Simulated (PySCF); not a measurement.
# C2H3F2GeN: the cost of one run

The runs use PySCF 2.14.0, with density-fitted response routines of our own; the level of theory stands in each step. All values are computed, except where a source is named. Atoms are numbered from 0 throughout.

## 1. The molecule as given

9 atoms, charge 0, multiplicity 1; geometry from: GFN2-xTB. The atoms were then displaced at random by about 0.01 Å, so the start is not that level's minimum.

Bonds of the start (Å): C0–C1 1.21, C1–Ge2 1.91, Ge2–N3 1.74, Ge2–F4 1.73, Ge2–F5 1.75, C0–H6 1.06, N3–H7 1.02, N3–H8 1.03.

## 2. Optimising the geometry at PBE0-D3(BJ)/def2-SVP

Job settings and geometry (Å):

```
{"job": {"xc": "PBE0", "basis": "def2-SVP", "d3": "d3bj", "grid": 1, "shake": 0.01, "kind": "geom"}, "charge": 0, "multiplicity": 1}
C      2.306760     1.221140     0.118700
C      1.298240     0.553640     0.169110
Ge    -0.250590    -0.547900     0.303060
N     -1.584530    -0.169620    -0.755060
F      0.166530    -2.192070    -0.028070
F     -0.675100    -0.631840     1.997280
H      3.154870     1.852160     0.056460
H     -2.003600     0.758150    -0.716470
H     -2.354770    -0.860810    -0.751510
```

Launch:

```console
$ OMP_NUM_THREADS=1 python probes_run.py task.json out
```

The driver reads the jobs from task.json and runs them one after another.

**Question.** How long does this first job take on 1 thread of Arm Neoverse N1, shared host, and how much memory does it need?

About 2.1 min, with a peak of 0.49 GiB.
